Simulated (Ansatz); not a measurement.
# C2H6AlB: a ladder of functionals and wavefunction methods

One table from this session's results is given with a row withheld; the runs are named, their logs left out.

The runs use Ansatz 0.2.0, Gaussian basis; functionals in def2-TZVPP, the program's frozen cores in correlated methods.

Plan: LDA (SPW92), PBE-D4, revPBE-D4, BLYP-D4, r2SCAN-D4, B97M-V, PBE0-D4, B3LYP-D4, r2SCANh-D4, r2SCAN0-D4, HSE06-D4, BHLYP-D4, CAM-B3LYP-D4, LC-ωPBE, ωB97X-V, ωB97M-V, B2PLYP, PBE-QIDH; CCSD(T)/def2-SVP; CCSD(T)/def2-TZVPP; MP2/def2-QZVPP; extrapolation to the limit; RPA on PBE.

1 further run of the same task is left out (it didn't finish).

### The relaxed structure

All runs share one geometry, relaxed beforehand with PBE0-D4 in a triple-zeta def2 set.

SMILES `C[B]1[CH2][AlH]1`, 10 atoms, charge 0, spin multiplicity 1.

Atoms are counted from 1 here; the program's logs count them from 0.

Bond lengths: C1–B2 1.558 Å, C1–H5 1.094 Å, C1–H6 1.094 Å, C1–H7 1.095 Å, B2–C3 1.467 Å, B2–Al4 1.970 Å, C3–Al4 2.106 Å, C3–H8 1.112 Å, C3–H9 1.092 Å, Al4–H10 1.589 Å. Angles: B2–C1–H5 111.3°, B2–C1–H6 111.3°, B2–C1–H7 112.0°, H5–C1–H6 106.3°, H5–C1–H7 107.9°, H6–C1–H7 107.9°, C1–B2–C3 134.1°, C1–B2–Al4 151.9°, C3–B2–Al4 74.0°, B2–C3–Al4 64.0°, B2–C3–H8 130.4°, B2–C3–H9 124.1°, Al4–C3–H8 66.4°, Al4–C3–H9 171.9°, H8–C3–H9 105.5°, B2–Al4–C3 42.0°, B2–Al4–H10 157.7°, C3–Al4–H10 115.7°.

Geometry (Å):

```mol
C2H6AlB
  3D, bonds by distance, orders not assigned

 10 10  0  0  0  0  0  0  0  0999 V2000
   -1.4635    0.8061   -0.4005 C   0  0
   -0.0523    0.1889   -0.1674 B   0  0
    0.4663   -0.8717    0.7027 C   0  0
    1.8791    0.0776   -0.5379 Al  0  0
   -1.7762    0.6986   -1.4430 H   0  0
   -1.4673    1.8789   -0.1878 H   0  0
   -2.2263    0.3365    0.2289 H   0  0
    1.4989   -1.2676    0.8206 H   0  0
   -0.1481   -1.4485    1.3966 H   0  0
    3.3725   -0.4499   -0.4091 H   0  0
  1  2  8  0
  2  3  8  0
  3  4  8  0
  1  5  8  0
  1  6  8  0
  1  7  8  0
  3  8  8  0
  3  9  8  0
  4 10  8  0
  2  4  8  0
M  END
```

The first run:

Contents of in.yaml:

```yaml
crystal:
  periodic: [false, false, false]
  atoms:
    - {symbol: C, position_ang: [-1.463480, 0.806111, -0.400480]}
    - {symbol: B, position_ang: [-0.052337, 0.188922, -0.167449]}
    - {symbol: C, position_ang: [0.466253, -0.871678, 0.702679]}
    - {symbol: Al, position_ang: [1.879094, 0.077559, -0.537873]}
    - {symbol: H, position_ang: [-1.776177, 0.698559, -1.442988]}
    - {symbol: H, position_ang: [-1.467252, 1.878918, -0.187801]}
    - {symbol: H, position_ang: [-2.226327, 0.336477, 0.228904]}
    - {symbol: H, position_ang: [1.498948, -1.267629, 0.820570]}
    - {symbol: H, position_ang: [-0.148066, -1.448461, 1.396563]}
    - {symbol: H, position_ang: [3.372544, -0.449878, -0.409124]}
basis:
  gaussian: {orbitals: def2-TZVPP}
hamiltonian: {xc: lda}
output: {orbitals: {seedname: orbitals}}
```

Steps of the session up to this table: LDA; PBE-D4 (GGA); revPBE-D4 (GGA); BLYP-D4 (GGA); r2SCAN-D4 (meta-GGA); B97M-V (meta-GGA); PBE0-D4 (hybrid); B3LYP-D4 (hybrid); r2SCANh-D4 (hybrid); r2SCAN0-D4 (hybrid); HSE06-D4 (hybrid); BHLYP-D4 (hybrid); CAM-B3LYP-D4 (range-separated); LC-ωPBE (range-separated); ωB97X-V (range-separated); ωB97M-V (range-separated); B2PLYP (double hybrid); PBE-QIDH (double hybrid).

One of the session's tables, all rows but one given; the rest of the session is left out.

It belongs to the step «Frontier levels by functional». 

```
  functional  HOMO (eV)  gap (eV)
 LDA (SPW92)      -5.57      3.50
      PBE-D4      -5.49      3.59
   revPBE-D4      -5.45      3.62
     BLYP-D4      -5.38      3.62
   r2SCAN-D4      -5.65      3.98
      B97M-V      -5.72      4.00
     PBE0-D4      -6.48      5.32
    B3LYP-D4      -6.33      5.00
  r2SCANh-D4      -6.02      4.62
  r2SCAN0-D4      -6.58      5.56
    HSE06-D4      -6.09      4.56
    BHLYP-D4      -7.39      7.04
CAM-B3LYP-D4      -7.72      7.52
     LC-ωPBE          ?         ?
     ωB97X-V      -8.64      9.36
     ωB97M-V      -8.47      8.99
```

Q: Estimate the row for LC-ωPBE from the others.

**Answer.** HOMO (eV): -8.93; gap (eV): 9.70. In the column «HOMO (eV)» it is the lowest.
